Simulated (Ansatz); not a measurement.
**CH7ClSSi2: a ladder of functionals and wavefunction methods**

An exercise on one series of results from a longer session: the logs are not shown, and one member is left open.

Method: functionals in def2-TZVPP, the program's frozen cores in correlated methods; program: Ansatz 0.2.0, Gaussian basis.

The runs, in order: PBE-D4, r2SCAN-D4, PBE0-D4, B3LYP-D4, ωB97X-V, ωB97M-V, B2PLYP; CCSD(T)/def2-TZVPP; MP2/def2-QZVPP; extrapolation to the limit.

### The geometry

An earlier PBE0-D4 in a triple-zeta def2 set relaxation fixed the geometry.

SMILES `C[SiH2]S[SiH2]Cl`, 12 atoms, charge 0, spin multiplicity 1.

Atoms are counted from 1 here; the program's logs count them from 0.

Bond lengths: C1–Si2 1.861 Å, C1–H6 1.092 Å, C1–H7 1.093 Å, C1–H8 1.092 Å, Si2–S3 2.151 Å, Si2–H9 1.484 Å, Si2–H10 1.491 Å, S3–Si4 2.121 Å, Si4–Cl5 2.050 Å, Si4–H11 1.480 Å, Si4–H12 1.483 Å. Angles: Si2–C1–H6 110.5°, Si2–C1–H7 110.4°, Si2–C1–H8 110.6°, H6–C1–H7 108.5°, H6–C1–H8 108.3°, H7–C1–H8 108.5°, C1–Si2–S3 111.6°, C1–Si2–H9 111.5°, C1–Si2–H10 110.7°, S3–Si2–H9 106.4°, S3–Si2–H10 107.6°, H9–Si2–H10 109.0°, Si2–S3–Si4 94.3°, S3–Si4–Cl5 108.2°, S3–Si4–H11 111.7°, S3–Si4–H12 110.9°, Cl5–Si4–H11 107.7°, Cl5–Si4–H12 108.0° and more.

The first run:

in.yaml

```yaml
crystal:
  periodic: [false, false, false]
  atoms:
    - {symbol: C, position_ang: [-1.990943, -0.388615, 0.199597]}
    - {symbol: Si, position_ang: [-0.373853, -1.027928, -0.463736]}
    - {symbol: S, position_ang: [1.212457, -0.809502, 0.972574]}
    - {symbol: Si, position_ang: [1.875215, 1.050246, 0.198117]}
    - {symbol: Cl, position_ang: [3.115809, 1.914096, 1.582302]}
    - {symbol: H, position_ang: [-2.270831, -0.924949, 1.108642]}
    - {symbol: H, position_ang: [-2.785486, -0.521744, -0.539738]}
    - {symbol: H, position_ang: [-1.915639, 0.674234, 0.438723]}
    - {symbol: H, position_ang: [-0.451833, -2.474742, -0.784545]}
    - {symbol: H, position_ang: [0.023719, -0.280524, -1.690742]}
    - {symbol: H, position_ang: [2.647237, 0.877458, -1.052494]}
    - {symbol: H, position_ang: [0.732046, 1.966772, -0.029400]}
basis:
  gaussian: {orbitals: def2-TZVPP}
hamiltonian: {xc: pbe, dispersion: d4}
output: {forces: true, orbitals: {seedname: orbitals}}
```

Among the steps run: PBE-D4 (GGA); r2SCAN-D4 (meta-GGA); PBE0-D4 (hybrid); B3LYP-D4 (hybrid); ωB97X-V (range-separated); ωB97M-V (range-separated); B2PLYP (double hybrid); CCSD(T) in def2-TZVPP; MP2 in def2-QZVPP.

One table of the session follows, with a row left open; its other results are not shown here.

| method | atomisation energy (eV) |
| --- | --- |
| PBE-D4 | 41.391 |
| r2SCAN-D4 | 41.503 |
| PBE0-D4 | 41.211 |
| B3LYP-D4 | 41.140 |
| ωB97X-V | 41.664 |
| ωB97M-V | 41.562 |
| B2PLYP | 40.645 |
| HF/def2-TZVPP | 31.347 |
| MP2/def2-TZVPP | 40.575 |
| CCSD/def2-TZVPP | 39.741 |
| CCSD(T)/def2-TZVPP | 40.257 |
| MP2/CBS | ? |
| CCSD(T)/CBS | 41.431 |

Estimate the missing values for MP2/CBS.

As computed: atomisation energy (eV): 41.750. In the column «atomisation energy (eV)» it is the highest.

Caveats from the session: Free atoms (1 C, 2 Si, 1 S, 1 Cl, 7 H) were run apart at each level; the atomisation energy is their sum less the molecule, without zero-point or spin-orbit terms.
